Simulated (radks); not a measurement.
# Ga⁴⁺ in [Ar] 3d9: an all-electron calculation

An exercise on one series of results from a longer session: the logs are not shown, and one member is left open.

Method: Dirac Kohn-Sham, LDA (Slater exchange, Perdew-Wang correlation), spin-unpolarised, spherical densities, point nucleus; open shells fill j = l - 1/2 first. Code: radks (a radial shooting solver on a logarithmic mesh, Libxc functionals) version 1.

## The system

```
element       : gallium (Z = 31)
charge        : +4
electrons     : 27
configuration : [Ar] 3d9
```

Set-up of the first run:

The run's settings:

```text
Z 31
configuration [Ar] 3d9 4s0 4p0
relativity Dirac
functional lda,pw
spin unpolarised
j_filling energy
nucleus point
c 137.035999084
```

Run with:

```bash
python run_ks.py task.json out
```

The same process makes all the runs of this session.

One of the session's tables, all rows but one given; the rest of the session is left out.

It belongs to the step «Shells». From the orbitals of this run (lengths in bohr):

| level | <r> | outermost maximum (interpolated) | 90 % within | nodes |
| --- | --- | --- | --- | --- |
| 1s1/2 | 0.04867 | 0.0318 | 0.0870 | 0 |
| 2s1/2 | 0.2180 | 0.183 | 0.338 | 1 |
| 2p1/2 | 0.1885 | 0.144 | 0.309 | 0 |
| 2p3/2 | 0.1920 | 0.147 | 0.314 | 0 |
| 3s1/2 | 0.6482 | 0.564 | 0.970 | 2 |
| 3p1/2 | 0.6642 | 0.559 | 1.02 | 1 |
| 3p3/2 | 0.6744 | 0.567 | 1.04 | 1 |
| 3d3/2 | 0.7413 | 0.522 | 1.24 | 0 |
| 3d5/2 | 0.7455 | 0.524 | 1.25 | 0 |
| 4s1/2 | ? | ? | ? | ? |
| 4p1/2 | 2.009 | 1.79 | 2.94 | 2 |
| 4p3/2 | 2.030 | 1.81 | 2.97 | 2 |

**Question.** Estimate the row for 4s1/2.

**Answer.** <r>: 1.792; outermost maximum (interpolated): 1.61; 90 % within: 2.60; nodes: 3. In the column «<r>» it lies between 3d5/2 (0.7455) and 4p1/2 (2.009).

To keep in mind: Spin polarisation and multiplet splitting are left out.
